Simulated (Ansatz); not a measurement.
# GeSbTe3: tests of the settings

Aim, for GeSbTe3: test the plane-wave cutoff.

Method: DFT PBEsol, scalar-relativistic, plane waves, PAW, in Ansatz 0.2.0.

2 further runs of the same task are left out: 1 that didn't finish, 1 set aside as unsound or not needed. Runs told in other sessions of the task aren't counted.

## (1) The system as given

It takes space group R3m (No. 160, trigonal). The conventional cell has a = 4.207 Å, b = 4.207 Å, c = 29.614 Å, α = 90.00°, β = 90.00°, γ = 120.00°. Ge (site symmetry 3m) has 6 Te at 2.86 to 3.14 Å in its first shell of neighbours. Around Sb (site symmetry 3m) lie 6 Te at 3.04 to 3.12 Å. Te (site symmetry 3m) is surrounded by 3 Sb at 3.12 Å and 3 Ge at 3.14 Å. Around Te (site symmetry 3m) lie 3 Sb at 3.04 Å. Around Te (site symmetry 3m) lie 3 Ge at 2.86 Å.

Coordinates:

```cif
data_structure
_symmetry_space_group_name_H-M 'R3m:H'
_symmetry_Int_Tables_number 160
_cell_length_a 4.2070
_cell_length_b 4.2070
_cell_length_c 29.6144
_cell_angle_alpha 90.000
_cell_angle_beta 90.000
_cell_angle_gamma 120.000
_cell_volume 453.91
loop_
_atom_site_label
_atom_site_type_symbol
_atom_site_symmetry_multiplicity
_atom_site_Wyckoff_symbol
_atom_site_fract_x
_atom_site_fract_y
_atom_site_fract_z
_atom_site_occupancy
Ge1 Ge 3 a 0.33333 0.66667 0.26449 1
Sb1 Sb 3 a 0.33333 0.66667 0.06437 1
Te1 Te 3 a 0.66667 0.33333 0.33169 1
Te2 Te 3 a 0.66667 0.33333 0.12591 1
Te3 Te 3 a 0.00000 0.00000 0.21354 1
```

Source of the structure: the Materials Project (structure only). It is taken as it stands there.

## (2) The base input

The input, input.yaml:

```yaml
crystal:
  lattice:
    - [2.1034800504, 1.2144447733, 9.8714625907]
    - [-2.1034800504, 1.2144447733, 9.8714625907]
    - [0.0, -2.4288895466, 9.8714625907]
  atoms:
    - { symbol: Ge, position: [0.597823, 0.597823, 0.597823] }
    - { symbol: Sb, position: [0.3977, 0.3977, 0.3977] }
    - { symbol: Te, position: [0.99836, 0.99836, 0.99836] }
    - { symbol: Te, position: [0.792575, 0.792575, 0.792575] }
    - { symbol: Te, position: [0.213543, 0.213543, 0.213543] }
basis:
  ecutwfc: 420
kpoints:
  mp_grid: { grid: [12, 12, 12] }
hamiltonian:
  xc: pbesol
scf:
  occupations: { method: gaussian, width: 0.1 }
output:
  forces: true
  stress: true
  eigenvalues: true
  populations: true
```

It was run beforehand and gave: -6273.2851 eV/atom at zero smearing, pressure -2.42 GPa, largest force 0.202 eV/Å, no gap on the mesh, in 9 SCF cycles and 4.4 min.

## (3) Plane-wave cutoff: 150 eV

The input, input.yaml:

```yaml
crystal:
  lattice:
    - [2.1034800504, 1.2144447733, 9.8714625907]
    - [-2.1034800504, 1.2144447733, 9.8714625907]
    - [0.0, -2.4288895466, 9.8714625907]
  atoms:
    - { symbol: Ge, position: [0.597823, 0.597823, 0.597823] }
    - { symbol: Sb, position: [0.3977, 0.3977, 0.3977] }
    - { symbol: Te, position: [0.99836, 0.99836, 0.99836] }
    - { symbol: Te, position: [0.792575, 0.792575, 0.792575] }
    - { symbol: Te, position: [0.213543, 0.213543, 0.213543] }
basis:
  ecutwfc: 150
kpoints:
  mp_grid: { grid: [12, 12, 12] }
hamiltonian:
  xc: pbesol
scf:
  occupations: { method: gaussian, width: 0.1 }
output:
  forces: true
  stress: true
  eigenvalues: true
```

Launch:

```console
$ ansatz run input.yaml --threads 1 --pin off --max-ram 2560MiB --backend cpu --events-out ev --progress --plain --runs-dir out
```

## (4) Plane-wave cutoff: 200 eV

Changes to input.yaml since step 3:

```diff
@@ -12,3 +12,3 @@
 basis:
-  ecutwfc: 150
+  ecutwfc: 200
 kpoints:
```

## (5) Plane-wave cutoff set to 250 eV

Changes to input.yaml since step 4:

```diff
@@ -12,3 +12,3 @@
 basis:
-  ecutwfc: 200
+  ecutwfc: 250
 kpoints:
```

## (6) Plane-wave cutoff set to 300 eV

Changes to input.yaml since step 5:

```diff
@@ -12,3 +12,3 @@
 basis:
-  ecutwfc: 250
+  ecutwfc: 300
 kpoints:
```

## (7) Plane-wave cutoff set to 350 eV

Changes to input.yaml since step 6:

```diff
@@ -12,3 +12,3 @@
 basis:
-  ecutwfc: 300
+  ecutwfc: 350
 kpoints:
```

## (8) Plane-wave cutoff set to 380 eV

Changes to input.yaml since step 7:

```diff
@@ -12,3 +12,3 @@
 basis:
-  ecutwfc: 350
+  ecutwfc: 380
 kpoints:
```

## (9) Plane-wave cutoff: 460 eV

Changes to input.yaml since step 8:

```diff
@@ -12,3 +12,3 @@
 basis:
-  ecutwfc: 380
+  ecutwfc: 460
 kpoints:
```

## (10) Plane-wave cutoff: 520 eV

Changes to input.yaml since step 9:

```diff
@@ -12,3 +12,3 @@
 basis:
-  ecutwfc: 460
+  ecutwfc: 520
 kpoints:
```

## (11) Plane-wave cutoff: 600 eV

Changes to input.yaml since step 10:

```diff
@@ -12,3 +12,3 @@
 basis:
-  ecutwfc: 520
+  ecutwfc: 600
 kpoints:
```

## (12) Plane-wave cutoff: 700 eV

Changes to input.yaml since step 11:

```diff
@@ -12,3 +12,3 @@
 basis:
-  ecutwfc: 600
+  ecutwfc: 700
 kpoints:
```

## (13) Plane-wave cutoff set to 850 eV

Changes to input.yaml since step 12:

```diff
@@ -12,3 +12,3 @@
 basis:
-  ecutwfc: 700
+  ecutwfc: 850
 kpoints:
```

(Steps that only read results are left out.)

Q: Predict the outcome of the series: the values and the trend.

As calculated:

| quantity | value |
| --- | --- |
| plane-wave cutoff: within 10 and 1 meV/atom of 850 eV from | 350 eV for 10; 460 eV for 1 |

In words: For the plane-wave cutoff, the energy stays within 1 meV/atom of the reference from 460 eV on, at about 0.41 of the reference's time. The reference is only the best run made, not a proven limit. Much of this error cancels in differences between similar cells. The pressure is off by up to 5.9 GPa. Forces stay within 0.01 eV/Å of the reference from 350 eV on. Spin-orbit coupling is left out for Sb, Te. In some runs cutoff or mesh lie under the advised values, so their numbers carry a basis error.
